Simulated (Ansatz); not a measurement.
# CH₆O₃Sn: small, medium and large basis sets

An exercise on one series of results from a longer session: the logs are not shown, and one member is left open.

Program: Ansatz 0.2.0, Gaussian basis. Level of theory: one geometry, several basis sets. These are calculated values, not measurements.

The runs, in order: PBE0-D4/def2-SVP; ωB97M-V/def2-SVP; PBE0-D4/def2-QZVPP; ωB97M-V/def2-QZVPP; the functionals' def2-TZVPP values are taken from earlier runs.

**The geometry**

All runs share one geometry, relaxed beforehand with PBE0-D4 in a triple-zeta def2 set. Sn takes the def2 core potential; no spin-orbit term is included.

SMILES `C[O][SnH]([OH])[OH]`, 11 atoms, charge 0, spin multiplicity 1.

Atoms are counted from 1 here; the program's logs count them from 0.

Bond lengths: C1–O2 1.410 Å, C1–H6 1.098 Å, C1–H7 1.097 Å, C1–H8 1.093 Å, O2–Sn3 1.952 Å, Sn3–O4 1.958 Å, Sn3–O5 1.948 Å, Sn3–H9 1.690 Å, O4–H10 0.960 Å, O5–H11 0.961 Å. Angles: O2–C1–H6 112.3°, O2–C1–H7 112.3°, O2–C1–H8 108.0°, H6–C1–H7 108.2°, H6–C1–H8 107.9°, H7–C1–H8 108.1°, C1–O2–Sn3 120.6°, O2–Sn3–O4 107.7°, O2–Sn3–O5 110.0°, O2–Sn3–H9 108.0°, O4–Sn3–O5 102.6°, O4–Sn3–H9 116.0°, O5–Sn3–H9 112.2°, Sn3–O4–H10 113.3°, Sn3–O5–H11 111.5°.

The first run:

in.yaml reads:

```yaml
crystal:
  periodic: [false, false, false]
  atoms:
    - {symbol: C, position_ang: [0.020005, 1.579361, -0.769856]}
    - {symbol: O, position_ang: [0.863769, 0.452807, -0.846596]}
    - {symbol: Sn, position_ang: [0.608964, -1.064843, 0.354415]}
    - {symbol: O, position_ang: [-1.064266, -1.949195, -0.148350]}
    - {symbol: O, position_ang: [0.231438, -0.431302, 2.157609]}
    - {symbol: H, position_ang: [-1.015458, 1.343197, -1.048066]}
    - {symbol: H, position_ang: [0.011790, 2.025350, 0.231858]}
    - {symbol: H, position_ang: [0.393624, 2.329486, -1.472199]}
    - {symbol: H, position_ang: [2.001221, -2.020632, 0.290789]}
    - {symbol: H, position_ang: [-1.276147, -1.858179, -1.080747]}
    - {symbol: H, position_ang: [-0.709540, -0.463150, 2.351744]}
basis:
  gaussian: {orbitals: def2-SVP}
hamiltonian: {xc: pbe0, dispersion: d4}
output: {orbitals: {seedname: orbitals}}
```

On the command line:

```sh
> ansatz run in.yaml --threads 4 --pin off --events-out ev --progress --plain --max-ram 10444MiB
```

Among the steps run: PBE0-D4 in def2-SVP; ωB97M-V in def2-SVP; PBE0-D4 in def2-QZVPP; ωB97M-V in def2-QZVPP.

One of the session's tables, all rows but one given; the rest of the session is left out.

It belongs to the step «Functionals by basis». 

```
functional       basis  HOMO (eV)
   PBE0-D4    def2-SVP      -7.76
   PBE0-D4  def2-TZVPP      -7.94
   PBE0-D4  def2-QZVPP      -7.98
   ωB97M-V    def2-SVP     -10.16
   ωB97M-V  def2-TZVPP          ?
   ωB97M-V  def2-QZVPP     -10.42
```

**Question.** Estimate the row for ωB97M-V, def2-TZVPP.

The run gave: HOMO (eV): -10.37. In the column «HOMO (eV)» it lies between ωB97M-V, def2-QZVPP (-10.42) and ωB97M-V, def2-SVP (-10.16).
